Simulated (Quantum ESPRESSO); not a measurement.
# HfGe: zone-centre phonons under several settings

```
Hf Ge
1.0
     3.50084    0.00000    0.00000
     0.00000    3.50084    0.00000
     0.00000    0.00000    3.50084
Hf Ge
1 1
Direct
  0.00000 0.00000 0.00000
  0.50000 0.50000 0.50000
```

The cell was built by a generator and needn't be a form met in nature.

All runs used Quantum ESPRESSO 7.5; potentials GBRV 1.5 PBE; k mesh 7 × 7 × 7; relaxed cell; no spin polarisation; cutoff 612 eV; occupations cold, width 0.2 eV.

```csv
level,volume (Å³/atom),lowest optical mode without the field (cm⁻¹)
PBE,18.79,146
PBE+D2,18.23,146
PBE+D3(BJ),?,?
rPW86PBE+rVV10,19.09,142
rev-vdW-DF2,18.27,162
```

Task: What stands in the row left open?

Result: Volume 18.18 Å³/atom; lowest optical mode without the field 158 cm⁻¹.

Caveats: the mesh is thin for the phonons of a metal; pairwise dispersion overbinds metals, which lowers pressure and volume (some runs); the volume moved by over 15 % at a fixed basis, so the end points are rough (some runs); the potentials were made for another functional, which shifts forces and pressure (some runs); before the sum rule the acoustic modes lie tens of cm⁻¹ from zero, a sign that the density grid also shifts the optical modes (some runs).

For the row left open. Caveat: the mesh is thin for the phonons of a metal; the volume moved by over 15 % at a fixed basis, so the end points are rough; pairwise dispersion overbinds metals, which lowers pressure and volume.
